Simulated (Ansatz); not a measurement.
**AsH3+ (doublet): from Hartree-Fock to the top rungs at distance As1–H3 = 2.767 Å, cc-pVDZ**

How much of the correlation energy of AsH3+ (doublet) does each wave-function method recover here?

Program: Ansatz 0.2.0, Gaussian basis. Level of theory: cc-pVDZ, core rule «outside noble gas», up to 14 orbitals frozen. These are calculated values, not measurements.

The runs, in order: UHF; CCSD(T) on ROHF; CCSD(T) on UHF; BCCD(T) on ROHF; CISD as a restricted active space (open shells left free, so some higher excitations enter); CCSDT(Q) on ROHF; CCSDT(Q) on UHF; CCSDTQ on ROHF; CCSDTQ on UHF; CASSCF and MRCISD+Q, 3 electrons in 3 orbitals; CASSCF and NEVPT2, 3 electrons in 3 orbitals; CASSCF and MRCISD+Q, 7 electrons in 7 orbitals; CASSCF and NEVPT2, 7 electrons in 7 orbitals; Full CI.

## (1) The geometry

The geometry derives from a PBE0/def2-TZVP stationary point (not a proven minimum). One bond is set to the value named and the two fragments are kept rigid. No spin-orbit coupling is included. The filled d shell of As may be among the frozen orbitals whatever the setting's name suggests.

4 atoms, charge 1, spin multiplicity 2.

Atoms are counted from 1 here; the program's logs count them from 0.

Bond lengths: As1–H2 1.497 Å, As1–H4 1.497 Å. Angles: H2–As1–H4 112.5°.

## (2) UHF

Input file in.yaml:

```yaml
crystal:
  periodic: [false, false, false]
  atoms:
    - {symbol: As, position_ang: [0.008083, -0.013602, -0.020731]}
    - {symbol: H, position_ang: [1.444195, 0.000161, 0.401391]}
    - {symbol: H, position_ang: [-1.344554, 2.275801, 0.744313]}
    - {symbol: H, position_ang: [-0.700442, -1.264896, 0.395261]}
basis:
  gaussian: {orbitals: cc-pVDZ}
total_charge: 1
magnetization: {spin_polarized: true, initial_magnetization: 1}
hamiltonian: {xc: hf}
output: {orbitals: {seedname: orbitals}}
```

Launch:

```console
$ ansatz run in.yaml --threads 1 --pin off --events-out ev --progress --plain --max-ram 2816MiB --backend cpu
```

The runs that follow: CCSD(T) on ROHF; CCSD(T) on UHF; BCCD(T) on ROHF; CISD as a restricted active space (open shells left free, so some higher excitations enter); CCSDT(Q) on ROHF; CCSDT(Q) on UHF; CCSDTQ on ROHF; CCSDTQ on UHF; CASSCF and MRCISD+Q, 3 electrons in 3 orbitals; CASSCF and NEVPT2, 3 electrons in 3 orbitals; CASSCF and MRCISD+Q, 7 electrons in 7 orbitals; CASSCF and NEVPT2, 7 electrons in 7 orbitals; Full CI.

**Question.** What will the summary of the whole plan be? Wanted: FCI from the RHF energy; RMP2 from FCI; UMP2 from FCI; RCCSD from FCI; RCCSD(T) from FCI; UCCSD(T) from FCI; RCCSDT(Q) from FCI; UCCSDT(Q) from FCI; NEVPT2 pair from FCI.

As calculated:

```
                         quantity                                                                                    value
          FCI from the ROHF energy                                                                               -3.4632 eV
                    RMP2 from FCI                                                                              +1024.0 meV
                    UMP2 from FCI                                                                               +933.1 meV
                   RCCSD from FCI                                                                               +155.4 meV
                RCCSD(T) from FCI                                                                                +71.6 meV
                UCCSD(T) from FCI                                                                                +69.0 meV
               RCCSDT(Q) from FCI                                                                                 +0.8 meV
               UCCSDT(Q) from FCI                                                                                  0.0 meV
             NEVPT2 pair from FCI                                                                               +714.1 meV
           MRCISD+Q pair from FCI                                                                                 +8.1 meV
          NEVPT2 valence from FCI                                                                               +512.7 meV
levels within 1 kcal/mol (43 meV)  RCCSDT, UCCSDT, RCCSDT(Q), UCCSDT(Q), RCCSDTQ, UCCSDTQ, MRCISD+Q pair, MRCISD+Q valence
                    T1 diagnostic                                                                                    0.108
   effectively unpaired electrons                                                                                     1.37
```

**Reading.** RCCSD(T) lands +71.6 meV from the yardstick (2.1 % of the correlation energy). The occupations show static correlation (1.37 effectively unpaired electrons where one determinant has 1). Of the multireference levels listed MRCISD+Q valence comes nearest in total energy (+7.3 meV), which doesn't show that its space is the better one. These misses are within one basis, not against nature; the frozen cores of restricted and unrestricted runs differ, which can shift their rows.

Levels on UHF freeze UHF's core orbitals, full CI those of ROHF, so the U rows can settle a little off it for that reason alone.

With open shells the CI space here admits some higher excitations, so it is larger than plain CISD.
